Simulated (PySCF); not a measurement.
# CH4BrNSi: the cost of one run

Computed with PySCF 2.14.0, with density-fitted response routines of our own, on a single molecule in the gas phase. Atoms are numbered from 0 throughout.

## 1. The molecule as given

8 atoms, charge 0, multiplicity 1; geometry from: GFN2-xTB. The atoms were then displaced at random by about 0.01 Å, so the start is not that level's minimum.

Bonds of the start (Å): N0–C1 1.26, C1–Si2 1.92, Si2–Br3 2.23, N0–H4 1.04, C1–H5 1.08, Si2–H6 1.43, Si2–H7 1.44.

## 2. Geometry optimisation at PBE0-D3(BJ)/def2-SVP

The job: settings as JSON, then the geometry in Å.

```
{"job": {"xc": "PBE0", "basis": "def2-SVP", "d3": "d3bj", "grid": 1, "shake": 0.01, "kind": "geom"}, "charge": 0, "multiplicity": 1}
N      1.870860     0.060930     0.012010
C      0.807610    -0.623700    -0.007710
Si    -1.034000    -0.071680    -0.017170
Br    -0.923610     2.150750     0.002430
H      1.699850     1.091300     0.008420
H      0.987750    -1.689050    -0.020000
H     -1.676380    -0.464930    -1.235910
H     -1.676940    -0.472750     1.205450
```

Command:

```bash
$ OMP_NUM_THREADS=1 python probes_run.py task.json out
```

The driver reads the jobs from task.json and runs them one after another.

**Question.** How long does this first job take on 1 thread of Arm Neoverse V1, shared host, and how much memory does it need?

About 25 s, with a peak of 0.41 GiB.
